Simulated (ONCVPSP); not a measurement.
# Aluminium: generating and testing an ONCV potential

Aim: build the potential from the settings below, then test how well it stands in for the atom: other configurations, scattering, ghost states and the plane-wave cutoff that it needs.

The numbers are computed with ONCVPSP 4.0.1.1 (patched build) (LDA (Perdew-Wang 92), scalar-relativistic, spin-unpolarised reference atom).

### Step 1. Starting point

Typed settings, in words:

```json
{
  "element": "aluminium (Al, Z = 13)",
  "type": "optimised norm-conserving Vanderbilt (ONCV)",
  "frozen core": "[He]",
  "valence charge": "11",
  "reference configuration": "2s2 2p6 (charge +3)",
  "partial waves": "2s: rc 0.75 bohr, ncon 3, nbas 7, qcut 14.1 1/bohr, 3 projectors, debl 2.2 Ha; 2p: rc 1.15 bohr, ncon 4, nbas 8, qcut 13.9 1/bohr, 1 projector; d scattering state at 0.15 Ha: rc 1.15 bohr, ncon 4, nbas 7, qcut 9.5 1/bohr, 2 projectors, debl 3 Ha",
  "local potential": "polynomial inside 0.55 bohr (lpopt 5, dvloc0 0 Ha)",
  "core correction": "Teter function, fcfact 5.75, rcfact 1.05"
}
```

The outer shells as boxes (Hund's rule for the drawing; the calculation is spin-unpolarised):

```
[He] core
2s [↑↓]
2p [↑↓][↑↓][↑↓]
```

An earlier all-electron run gives the scale for the radii.

All-electron outer shells of the reference configuration (LDA (PZ), scalar-relativistic, ld1.x):

```csv
shell,level (eV),outermost node (bohr),outermost maximum (bohr)
2s,-142.00,0.17,0.50
2p,-104.21,–,0.43
3s,-32.18,0.78,1.77
3p,-24.82,0.78,1.98
```

### Step 2. Generating the potential

The input, Al.dat:

```
# ATOM AND REFERENCE CONFIGURATION
# atsym  z   nc   nv     iexc    psfile
  Al 13.00    1    2  -001012      upf
#
#   n    l    f
    1    0    2.00
    2    0    2.00
    2    1    6.00
#
# PSEUDOPOTENTIAL AND OPTIMIZATION
# lmax
    2
#
#   l,   rc,      ep,       ncon, nbas, qcut
    0    0.75    0.00    3    7   14.10
    1    1.15    0.00    4    8   13.90
    2    1.15    0.15    4    7    9.50
#
# LOCAL POTENTIAL
# lloc, lpopt,  rc(5),   dvloc0
    4    5    0.55    0.00
#
# VANDERBILT-KLEINMAN-BYLANDER PROJECTORs
# l, nproj, debl
    0    3    2.20
    1    1    0.70
    2    2    3.00
#
# MODEL CORE CHARGE
# icmod, fcfact, rcfact
    3    5.75    1.05
#
# LOG DERIVATIVE ANALYSIS
# epsh1, epsh2, depsh
   -7.00    5.00    0.04
#
# OUTPUT GRID
# rlmax, drl
    6.00    0.01
#
# TEST CONFIGURATIONS
# ncnf
    4
# nvcnf
#   n    l    f
    4
    2    0    2.00
    2    1    6.00
    3    0    2.00
    3    1    1.00
#
    3
    2    0    2.00
    2    1    6.00
    3    0    2.00
#
    3
    2    0    2.00
    2    1    6.00
    3    0    1.00
#
    4
    2    0    2.00
    2    1    6.00
    3    0    1.00
    3    1    1.00
#
```

Launch:

```sh
oncvpsp.x < Al.dat > Al.out
```

Output in Al.out (without the consistency checks and plot data):

```text
ONCVPSP  (Optimized Norm-Conservinng Vanderbilt PSeudopotential)
scalar-relativistic version 4.0.1.1, modified

#   n    l    f        energy (Ha)
    1    0    2.00    -5.6589954E+01
    2    0    2.00    -5.2187485E+00
    2    1    6.00    -3.8300782E+00

Reference configufation results
  iterations    22
  all-electron total energy (Ha)   -2.39794773D+02

Begin loop to  construct optimized pseudo wave functions
and semi-local pseudopoentials for all angular momenta

WARNING wellstate: negative energy specified for n= 3 l=  0
WARNING scattering state with energy  0.25000000
WARNING will be used for the first projector

   Wellstate for l =  0  n =  5
     eigenvalue =   0.2500
     asymptotic potential =   0.7500
     half-point radius =  4.5562

   Wellstate for l =  0  n =  5
     eigenvalue =   2.4500
     asymptotic potential =   2.9500
     half-point radius =  2.1349

Calculating optimized projector #   1

 for l=   0

    Fraction of norm inside rc  0.726533
    Optimizing pswf for qcut=  14.13 a_B^-1,  ecut=  99.78 Ha
    Residual kinetic energy error=  1.21D-05 Ha

    Energy error per electron        Cutoff
         Ha          eV             Ha
         0.01000     0.27211       51.44
         0.00100     0.02721       71.93
         0.00010     0.00272       86.48
         0.00001     0.00027      104.57

Calculating optimized projector #   2

 for l=   0

    Fraction of norm inside rc  0.011171
    Optimizing pswf for qcut=  14.13 a_B^-1,  ecut=  99.78 Ha
    Residual kinetic energy error=  1.45D-06 Ha

    Energy error per electron        Cutoff
         Ha          eV             Ha
         0.01000     0.27211       12.31
         0.00100     0.02721       47.05
         0.00010     0.00272       71.27
         0.00001     0.00027       87.78

Calculating optimized projector #   3

 for l=   0

    Fraction of norm inside rc  0.010911
    Optimizing pswf for qcut=  14.13 a_B^-1,  ecut=  99.78 Ha
    Residual kinetic energy error=  2.90D-06 Ha

    Energy error per electron        Cutoff
         Ha          eV             Ha
         0.01000     0.27211       14.43
         0.00100     0.02721       52.88
         0.00010     0.00272       75.81
         0.00001     0.00027       92.07

Calculating optimized projector #   1

 for l=   1

    Fraction of norm inside rc  0.943190
    Optimizing pswf for qcut=  13.89 a_B^-1,  ecut=  96.51 Ha
    Residual kinetic energy error=  1.71D-07 Ha

    Energy error per electron        Cutoff
         Ha          eV             Ha
         0.01000     0.27211       56.21
         0.00100     0.02721       68.20
         0.00010     0.00272       77.76
         0.00001     0.00027       85.36

   Wellstate for l =  2  n =  4
     eigenvalue =   0.1500
     asymptotic potential =   0.6500
     half-point radius =  3.4307

   Wellstate for l =  2  n =  6
     eigenvalue =   3.1500
     asymptotic potential =   3.6500
     half-point radius =  3.2653

Calculating optimized projector #   1

 for l=   2

    Fraction of norm inside rc  0.048633
    Optimizing pswf for qcut=   9.49 a_B^-1,  ecut=  45.05 Ha
    Residual kinetic energy error=  2.01D-05 Ha

    Energy error per electron        Cutoff
         Ha          eV             Ha
         0.01000     0.27211       14.42
         0.00100     0.02721       27.23
         0.00010     0.00272       37.89
         0.00001     0.00027       61.72

Calculating optimized projector #   2

 for l=   2

    Fraction of norm inside rc  0.048073
    Optimizing pswf for qcut=   9.49 a_B^-1,  ecut=  45.05 Ha
    Residual kinetic energy error=  1.56D-04 Ha

    Energy error per electron        Cutoff
         Ha          eV             Ha
         0.01000     0.27211       23.29
         0.00100     0.02721       36.16
         0.00010     0.00272       47.22
         0.00001     0.00027       84.19

Construct Vanderbilt / Kleinmman-Bylander projectors

B matrix Hermiticity error, ll=   0
   1   2    3.3223E-04
   1   3    5.0170E-04
   2   3   -2.6856E-05

  Orthonormal projector coefficients  3.3969E+01  1.0198E+01  1.9442E+00

B matrix Hermiticity error, ll=   2
   1   2   -4.2870E-05

  Orthonormal projector coefficients -8.9618E+00 -4.1992E+00

Model core correction analysis
  based on d2Exc/dn_idn_j

d2excae - all-electron derivatives

   -7.483630D-02   -6.946058D-02
   -6.946121D-02   -7.432936D-02

d2excps - pseudofunction derivatives with no core correction

   -7.582784D-02   -7.412702D-02
   -7.412718D-02   -7.504278D-02

rms 2nd derivative error    3.355556E-03

rmatch, rhocmatch    0.2170   69.1736

Teter function model core charge with specified parameters

d2excps - pseudofunction derivatives with core correction

   -7.301882D-02   -7.301943D-02
   -7.301926D-02   -7.448094D-02

rms 2nd derivative error    2.676345E-03

Pseudoatom total energy  -77.063728

Diagnostic tests using Vanderbilt-Kleinman-Bylander pseudopotentials
  1 or more projectors used as specified by nproj input data

   l    rcore       rmatch      e in        delta e   norm test  slope test

   0   0.7531662   0.7760339  -5.2187485  -0.0000113   1.0001636   1.0002165
   0   0.7531662   0.7760339   0.2500000   0.0000606   1.0004810   1.0004810
   0   0.7531662   0.7760339   2.4500000   0.0001586   1.0005692   1.0005692

   1   1.1517214   1.1866901  -3.8300782  -0.0000038   0.9999935   1.0000016

   2   1.1517214   1.1866901   0.1500000   0.0000386   1.0000946   1.0000946
   2   1.1517214   1.1866901   3.1500000   0.0000123   1.0002709   1.0002709

 Testing for bound ghosts
   n   l    E NL Schr. Eq   E Basis Diag.   E Cutoff

   1   0       -5.218760       -5.216749    461.96

   2   1       -3.830082       -3.830059    168.52

   3   2       -0.585549       -0.362887    193.00

 Testing for highly-localized positive-energy ghosts
       l    <radius>/rc     E Basis Diag.   E Cutoff

Test configuration 0

   n   l     f        eae           eps        diff
   1   0  2.0000  -56.58995414
   2   0  2.0000   -5.21874852   -5.21875986   -1.13D-05
   2   1  6.0000   -3.83007817   -3.83008192   -3.75D-06

    Total energies and differences
      AE_ref= -2.39794773D+02  AE_tst= -2.39794773D+02  dif=  0.00D+00
      PS_ref= -7.70637276D+01  PS_tst= -7.70637276D+01  dif= -4.26D-14
      PSP excitation error=  4.26D-14

Test configuration 1

psatom: WARNING lschvkbb convergence error n,l,iter=   3   1  51
ea(ii),et,emin,emax -1.372959E-01 -1.235663E-01 -1.235663E-01 -1.235663E-01
run_config: WARNING for fully non-local PS atom, stg. 2
 WARNING no output for configuration 2

Test configuration 2

   n   l     f        eae           eps        diff
   1   0  2.0000  -55.59509056
   2   0  2.0000   -4.25826699   -4.25565747    2.61D-03
   2   1  6.0000   -2.87010140   -2.86925629    8.45D-04
   3   0  2.0000   -0.54817653   -0.54805989    1.17D-04

    Total energies and differences
      AE_ref= -2.39794773D+02  AE_tst= -2.41551372D+02  dif= -1.76D+00
      PS_ref= -7.70637276D+01  PS_tst= -7.88201685D+01  dif= -1.76D+00
      PSP excitation error= -1.59D-04

Test configuration 3

   n   l     f        eae           eps        diff
   1   0  2.0000  -56.06049498
   2   0  2.0000   -4.70961759   -4.70799959    1.62D-03
   2   1  6.0000   -3.32137754   -3.32076334    6.14D-04
   3   0  1.0000   -0.87938017   -0.87926214    1.18D-04

    Total energies and differences
      AE_ref= -2.39794773D+02  AE_tst= -2.40839522D+02  dif= -1.04D+00
      PS_ref= -7.70637276D+01  PS_tst= -7.81084221D+01  dif= -1.04D+00
      PSP excitation error= -5.47D-05

Test configuration 4

   n   l     f        eae           eps        diff
   1   0  2.0000  -55.65859937
   2   0  2.0000   -4.32070844   -4.32565667   -4.95D-03
   2   1  6.0000   -2.93188012   -2.93883133   -6.95D-03
   3   0  1.0000   -0.57758396   -0.57980918   -2.23D-03
   3   1  1.0000   -0.36170559   -0.35831140    3.39D-03

    Total energies and differences
      AE_ref= -2.39794773D+02  AE_tst= -2.41337530D+02  dif= -1.54D+00
      PS_ref= -7.70637276D+01  PS_tst= -7.86011308D+01  dif= -1.54D+00
      PSP excitation error= -5.35D-03
```

It took 4.9 s on 1 thread of Neoverse-N1, shared host.

The projector energies used in the s channel were -5.219, 0.250, 2.450 Ha; the program set a typed value aside.

Partial waves on a coarse radial grid (AE all-electron, PS pseudo):

```
r (bohr)    2s AE   2s PS
   0.057  -0.5967  0.1872
   0.115  -0.3840  0.3789
   0.172   0.0558  0.5674
   0.230   0.4977  0.7543
   0.288   0.8483  0.9269
   0.345   1.0873  1.0715
   0.402   1.2312  1.1810
   0.460   1.2989  1.2496
   0.518   1.3066  1.2729
   0.575   1.2731  1.2557
   0.632   1.2123  1.2061
   0.690   1.1331  1.1319
   0.747   1.0459  1.0457
   0.805   0.9536  0.9534
   0.862   0.8631  0.8630
   0.920   0.7741  0.7740
   0.977   0.6913  0.6912
   1.035   0.6128  0.6127
   1.092   0.5419  0.5418
   1.150   0.4762  0.4761
   1.208   0.4170  0.4169
   1.265   0.3649  0.3648
   1.322   0.3184  0.3183
   1.380   0.2764  0.2764
   1.438   0.2395  0.2394
   1.495   0.2075  0.2075
```

Densities times 4π (e/bohr³); a dash where the program caps the true core:

```
r (bohr)  pseudo valence  true core  model core
   0.057           26.23          –       325.7
   0.172            55.1      211.1       58.63
   0.288           79.05      12.41      0.6294
   0.402           75.02     0.8127    0.005469
   0.518           52.06    0.05255   0.0002817
   0.632           29.48   0.003693   3.209e-05
   0.747            14.9  0.0002622           0
   0.862           7.392  1.893e-05           0
   0.977           3.753  1.401e-06           0
   1.092           1.943      1e-07           0
   1.208           1.002          0           0
   1.322          0.5233          0           0
   1.438          0.2699          0           0
```

### Step 3. The configuration tests of the same run

1 test gave no usable energy difference (2s2 2p6 3s2 3p1).

Energies count from the reference configuration 2s2 2p6; the error is all-electron less pseudo.

```tsv
valence configuration	charge	ΔE all-electron (eV)	error AE − PS (meV)
2s2 2p6 3s2	+1	-47.800	-4.3
2s2 2p6 3s1	+2	-28.429	-1.5
2s2 2p6 3s1 3p1	+1	-41.980	-146
```

### Step 4. Scattering by logarithmic derivatives

Taken from the files of the generation run. The phase is arctan(r·R′/R) of the radial function R, unwrapped, with energies in Ha. A pole is an energy at which the radial function vanishes at the test radius. The pseudo phase is shifted by a multiple of π to meet the all-electron one at the reference energy. Levels narrower than the energy grid can be missing from the poles. The last column is the largest difference on the grid between −0.5 and +0.5 Ha.

```tsv
channel	radius (bohr)	reference (Ha)	poles AE	poles PS	window around the reference with phases within 0.05 rad (Ha)	largest difference near zero (rad)
s	0.76	-5.22	-0.68	-0.68	the whole range	0.000
p	1.17	-3.83	-3.31	-3.31	below -1.0	0.220
d	1.17	0.15	none	none	the whole range	0.000
```

Phases (rad) along the scan:

```
E (Ha)    p AE    p PS    s AE    s PS
 -6.96   1.143   1.145  -0.654  -0.654
 -6.32   1.071   1.075  -0.877  -0.877
 -5.68   0.945   0.951  -1.046  -1.046
 -5.04   0.645   0.655  -1.173  -1.173
 -4.40  -0.353  -0.344  -1.271  -1.271
 -3.76  -1.328  -1.327  -1.347  -1.347
 -3.12  -1.638  -1.635  -1.409  -1.409
 -2.48  -1.800  -1.790  -1.460  -1.460
 -1.84  -1.933  -1.913  -1.504  -1.504
 -1.20  -2.082  -2.043  -1.542  -1.542
 -0.56  -2.291  -2.212  -1.577  -1.577
  0.08  -2.624  -2.464  -1.609  -1.609
  0.72  -3.132  -2.853  -1.638  -1.638
  1.36  -3.662  -3.352  -1.667  -1.667
  2.00  -4.020  -3.784  -1.695  -1.695
  2.64  -4.232  -4.065  -1.723  -1.723
  3.28  -4.364  -4.240  -1.752  -1.752
  3.92  -4.453  -4.355  -1.783  -1.783
  4.56  -4.518  -4.435  -1.815  -1.815
```

### Step 5. Plane-wave cutoff and ghosts

From the same output: the cutoffs (Ha) at which the residual kinetic energy of the hardest occupied pseudo-wave falls to 1 and 0.1 mHa per electron are 72 Ha and 86 Ha.

The program's own ghost test: no bound ghost flagged; no localised positive-energy state flagged.

Cutoff (Ha) at which the first wave of each channel reaches a given error (Ha per electron):

```
  error      s     p     d
1.0e-02   51.4  56.2  14.4
3.2e-03   62.6  62.6  20.9
1.0e-03   71.9  68.2  27.2
3.2e-04   79.7  73.3  33.0
1.0e-04   86.5  77.8  37.9
3.2e-05   93.1  81.5  43.0
1.0e-05  104.6  85.4  61.7
```

### Step 6. What came out

| quantity | value |
| --- | --- |
| cutoffs for 1 and 0.1 mHa per electron, occupied waves | 72 Ha and 86 Ha |
| bound ghosts | none found |
| GHOST(+) flags | none at low energy |
| largest test error (AE − PS) | -146 meV, for 2s2 2p6 3s1 3p1 (1 test unsolved) |
| largest phase difference near zero energy, channels read | 0.220 rad |
| rms error of d²Exc/dn², without and with the model core | 3.36 and 2.68 mHa |
| projector energies reset by the program | s: -5.219, 0.250, 2.450 Ha |

**Reading.** By total energies transferability is poor: the largest error is 146 meV on 42.0 eV, for 2s2 2p6 3s1 3p1. Of the tests 1 gave no usable energy difference, which is a warning in itself. By its cutoff, 72 Ha for the looser tolerance, it is very hard. The program's ghost test flags no bound state. Near zero energy the largest phase difference among the channels read is 0.22 rad, in the p channel. All of this concerns the isolated atom, not yet a solid.
